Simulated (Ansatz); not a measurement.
A first try at an SCF with some post-processing of NbRu3, space group Pm-3m, using the Python package of Ansatz (0.2.0).

The script, `nbru3.py`:
```python
"""Bonding analysis of NbRu3."""

import sys

import ansatz
import numpy as np
from pymatgen.core import Structure


def main() -> None:
    xtal = (
        ansatz.Lattice.of((3.88, 0.0, 0.0), (0.0, 3.88, 0.0), (0.0, 0.0, 3.88))
        .atom("Nb", (0.0, 0.0, 0.0))
        .atom("Ru", (0.0, 0.5, 0.5))
        .atom("Ru", (0.5, 0.0, 0.5))
        .atom("Ru", (0.5, 0.5, 0.0))
    )

    base = xtal.calculation()
    base = base.basis(37 * ansatz.Ry)
    base = base.kpoints(0, 4, 4)
    base = base.occupations(ansatz.OccupationsMethod.FERMI_DIRAC, width=0.05)
    base = base.functional("r2scan", dispersion="d3bjatm")
    base = base.density_of_states(energy_step=0.05)
    base = base.band_table()
    base = base.cutoff_correction(900)
    try:
        result = base.run(threads=1, pin="off")
    except ansatz.NonConvergedError as error:
        sys.exit(f"no convergence: {error}")
    except ansatz.RefusalError as error:
        sys.exit(f"input refused: {error}")
    report = result.report

    for key in ("converged", "n_iterations", "n_electrons", "n_kpoints", "n_pw", "n_symmetry_ops", "free_energy_ev", "fermi_energy_ev"):
        print(f"{key:18s} {report[key]}")

    final = Structure(result.lattice.cell_ang, [s.symbol for s in result.lattice.sites], [s.position_frac for s in result.lattice.sites])
    print(final)

    dos = result.density_of_states()
    energy = np.asarray(dos.energies_ev) - dos.fermi_ev
    states, count = np.asarray(dos.spin_summed_g_bin_mean_per_ev), np.asarray(dos.spin_summed_integrated)
    g_fermi = float(np.interp(0.0, energy, states))
    print(f"g(E_F) = {g_fermi:.3f} states/eV per cell")
    # Sommerfeld coefficient of bare band electrons: pi^2 k_B^2 g / 3
    gamma = np.pi ** 2 / 3 * 8.617333e-5 ** 2 * g_fermi * 96485.33e3 / len(result.lattice.sites)
    print(f"bare Sommerfeld coefficient {gamma:.2f} mJ/(mol of atoms K^2)")
    for low, high in ((-10, -6), (-6, -3), (-3, 0), (0, 3)):
        print(f"states between {low} and {high} eV: {np.interp(high, energy, count) - np.interp(low, energy, count):.3f}")

    # the band energy is the weighted sum of filled levels
    eps, occ = np.array(report["eigenvalues_ev"]), np.array(report["occupations"])
    wk = np.tile(report["kweights"], len(eps) // len(report["kweights"]))
    print(f"sum of w f eps = {wk @ (eps * occ).sum(axis=1):.4f} eV, reported band energy {report['components']['e_band']:.4f} eV")

    # estimate of what a larger basis would gain, without a second SCF
    estimate = report.get("cutoff_correction")
    if estimate:
        print("towards {} eV the energy would change by {:.2f} meV/atom".format(estimate["reference_ecutwfc_ev"], 1000 * estimate["energy_ev"] / len(result.lattice.sites)))


if __name__ == "__main__":
    main()
```

```console
$ python nbru3.py
input refused: invalid value for `kpoints.mp_grid.grid`: each dimension must be in 1..=255
$ echo $?
1
```

What is wrong, and how is it mended?

The fault: a mesh division is zero. Mended:

```diff
--- before
+++ after
@@ -20,3 +20,3 @@
     base = base.basis(37 * ansatz.Ry)
-    base = base.kpoints(0, 4, 4)
+    base = base.kpoints(spacing=0.29)
     base = base.occupations(ansatz.OccupationsMethod.FERMI_DIRAC, width=0.05)
```

With that change:

```console
$ python nbru3.py
converged          True
n_iterations       7
n_electrons        61.0
n_kpoints          20
n_pw               1503
n_symmetry_ops     48
free_energy_ev     -22237.253890161577
fermi_energy_ev    21.618568416054117
Full Formula (Nb1 Ru3)
Reduced Formula: NbRu3
abc   :   3.880000   3.880000   3.880000
angles:  90.000000  90.000000  90.000000
pbc   :       True       True       True
Sites (4)
  #  SP      a    b    c
---  ----  ---  ---  ---
  0  Nb    0    0    0
  1  Ru    0    0.5  0.5
  2  Ru    0.5  0    0.5
  3  Ru    0.5  0.5  0
g(E_F) = 5.016 states/eV per cell
bare Sommerfeld coefficient 2.96 mJ/(mol of atoms K^2)
states between -10 and -6 eV: 0.315
states between -6 and -3 eV: 12.677
states between -3 and 0 eV: 16.257
states between 0 and 3 eV: 9.867
sum of w f eps = -303.8453 eV, reported band energy -303.8453 eV
towards 900.0 eV the energy would change by -3.32 meV/atom
```

What to keep in mind:
- Total energies depend on the potentials; only differences at equal settings carry meaning.
- Spin is left out of this run.
- Dispersion corrections can be off by several per cent in the lattices of metals, and by several GPa in the pressure at a fixed cell.
- For a metal this k-point mesh is coarse: on a finer one energies can move by several to tens of meV an atom and pressures by half a GPa or more, differences at one mesh by less.
- An absolute Fermi energy rests on an arbitrary zero of the periodic potential and has no direct meaning.
- The structure is a deposited one; some such entries were measured under pressure or heat, so a shift against it needn't be the functional's error alone.
- Gaps and levels are Kohn-Sham values on a finite set of k-points, without spin-orbit coupling.
- The computed bands are complete only to about 2.7 eV above the Fermi level; beyond that the density of states is undercounted.
- Run time: 6.9 s on 1 thread of Arm Neoverse V2, with other jobs on the host, peak memory 0.5 GiB.

(Lines on the test bed's own set-up are left out of the output.)
